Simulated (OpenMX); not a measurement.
**HPbNO4 under changes of volume**

One of the cells (14.484 Å³/atom); the others are scaled copies at fixed shape and fractional positions:

```
CELL_PARAMETERS angstrom
4.19923 0.11117 0.16817
1.91600 3.89132 0.12568
1.76085 1.25259 6.37266
ATOMIC_POSITIONS crystal
H 0.89145 0.68202 0.62796
Pb 0.14426 0.92872 0.88352
N 0.25670 0.28861 0.30171
O 0.83108 0.65056 0.78405
O 0.38694 0.22380 0.11295
O 0.31104 0.03576 0.45856
O 0.07726 0.60633 0.32275
```

The cell was built by a generator and needn't be a form met in nature.

```yaml
Program: OpenMX 3.8.5
Functional: PBE
Potentials_or_basis: OpenMX 2013 PBE set, H5.0-s2, Pb8.0-s3p2d2, N6.0-s2p2, O6.0-s2p2, fixed grid of 49 × 50 × 84 points
k_mesh: 7 × 7 × 5
Occupations: fermi-dirac, width 0.05 eV
Spin: no spin polarisation
```

```csv
volume (Å³/atom),energy over the lowest point (meV/atom),gap on the mesh (eV),largest force (eV/Å)
13.615,120.96,2.38,7.592
13.905,?,?,?
14.195,64.18,2.37,6.166
14.484,42.52,2.36,5.518
14.774,24.83,2.36,4.907
15.064,10.76,2.35,4.331
15.353,0.00,2.34,3.789
```

Question: What does the run at 13.905 Å³/atom give?

Answer: Energy over the lowest point 90.18 meV/atom; gap on the mesh 2.38 eV; largest force 6.857 eV/Å.

Worked out: A Birch-Murnaghan fit of order 3 (a polynomial in V^(-2/3)) to the other rows has no minimum within the range. It gives 90.18 meV/atom at 13.905 Å³/atom, against the run's 90.18. A straight line through the other rows of the gap, of slope -0.32 eV per unit of ln V, gives 2.37 eV, against the run's 2.38.

Energies are extrapolated to zero smearing.

Caveats: the basis has few d functions beyond the semicore shells, which can make volumes several per cent too large; spin-orbit coupling is left out, which as a rule narrows the gap of such compounds by several tenths of an eV; an odd mesh through Γ misses points on the zone boundary, where band edges often lie; the basis of atomic orbitals isn't converged, which shifts pressures, moduli and gaps; forces of over 1 eV/Å show positions far from the minimum, so gaps and moduli don't describe the material at rest.
